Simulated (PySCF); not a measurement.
# Ways to converge the SCF of F4STe

Do solver options change the result for F4STe, or only the number of cycles?

The runs use PySCF 2.14.0; each script names its method and basis.

2 further runs of the same task are left out: 2 that didn't finish.

## (1) The system as given

F4STe: 6 atoms, charge 0, spin multiplicity 1.

Bond lengths: Te1–S2 2.196 Å, Te1–F3 1.909 Å, Te1–F4 1.889 Å, Te1–F5 1.909 Å, Te1–F6 1.889 Å. Angles: S2–Te1–F3 100.2°, S2–Te1–F4 127.7°, S2–Te1–F5 100.2°, S2–Te1–F6 127.7°, F3–Te1–F4 83.8°, F3–Te1–F5 159.5°, F3–Te1–F6 83.8°, F4–Te1–F5 83.8°, F4–Te1–F6 104.7°, F5–Te1–F6 83.8°.

Geometry (Å):

```xyz
6

Te    0.0000    0.0000   -0.0580
S     0.0000    0.0000    2.1377
F     1.8785    0.0000   -0.3970
F     0.0000    1.4959   -1.2123
F    -1.8785    0.0000   -0.3970
F     0.0000   -1.4959   -1.2123
```

## (2) The base run

The input, input.py:

```python
from pyscf import gto, scf

mol = gto.M(
    atom='Te 0 0 -0.058; S 0 0 2.1377; F 1.8785 0 -0.397; F 0 1.4959 -1.2123; F -1.8785 0 -0.397; F 0 -1.4959 -1.2123',
    basis='lanl2dz',
    ecp={'Te': 'lanl2dz', 'S': 'lanl2dz'},
    charge=0,
    spin=0,
    verbose=3,
)
mf = scf.RHF(mol)
mf.kernel()
mf.dip_moment()
print('orbital energies (hartree):', mf.mo_energy[..., max(0, mol.nelec[1]-3):mol.nelec[0]+3].round(4))
```

Launch:

```sh
OMP_NUM_THREADS=1 python input.py
```

Its log is not repeated here.

In short: E(SCF) = -415.368451 Eh, μ = 2.36 D.

## (3) Smearing width 0.005 hartree

Edit 1 changes smearing width: none → 0.005 hartree.

The input, input.py:

```python
from pyscf import gto, scf

mol = gto.M(
    atom='Te 0 0 -0.058; S 0 0 2.1377; F 1.8785 0 -0.397; F 0 1.4959 -1.2123; F -1.8785 0 -0.397; F 0 -1.4959 -1.2123',
    basis='lanl2dz',
    ecp={'Te': 'lanl2dz', 'S': 'lanl2dz'},
    charge=0,
    spin=0,
    verbose=3,
)
mf = scf.RHF(mol)
mf = scf.addons.smearing_(mf, sigma=0.005, method='fermi')
mf.kernel()
mf.dip_moment()
print('orbital energies (hartree):', mf.mo_energy[..., max(0, mol.nelec[1]-3):mol.nelec[0]+3].round(4))
```

Launch:

```sh
OMP_NUM_THREADS=1 python input.py
```

## (4) Damping 0.2

Edit 2 changes damping: none → 0.2.

input.py: that of step 2 with these lines changed.

```diff
@@ -11,2 +11,4 @@
 mf = scf.RHF(mol)
+mf.damp = 0.2
+mf.diis_start_cycle = 8
 mf.kernel()
```

**Question.** What will these runs give? Wanted: for each run, E(SCF); from base; SCF dipole.

**Answer**, as computed:

| run | E(SCF) (hartree) | from base (eV) | SCF dipole (D) |
| --- | --- | --- | --- |
| base | -415.368451 | 0 | 2.36 |
| smearing width 0.005 hartree | -415.368451 | 0.0000 | 2.36 |
| damping 0.2 | -415.368451 | 0.0000 | 2.36 |

In words: With smearing width 0.005 hartree or damping 0.2 the SCF ends at the base energy.
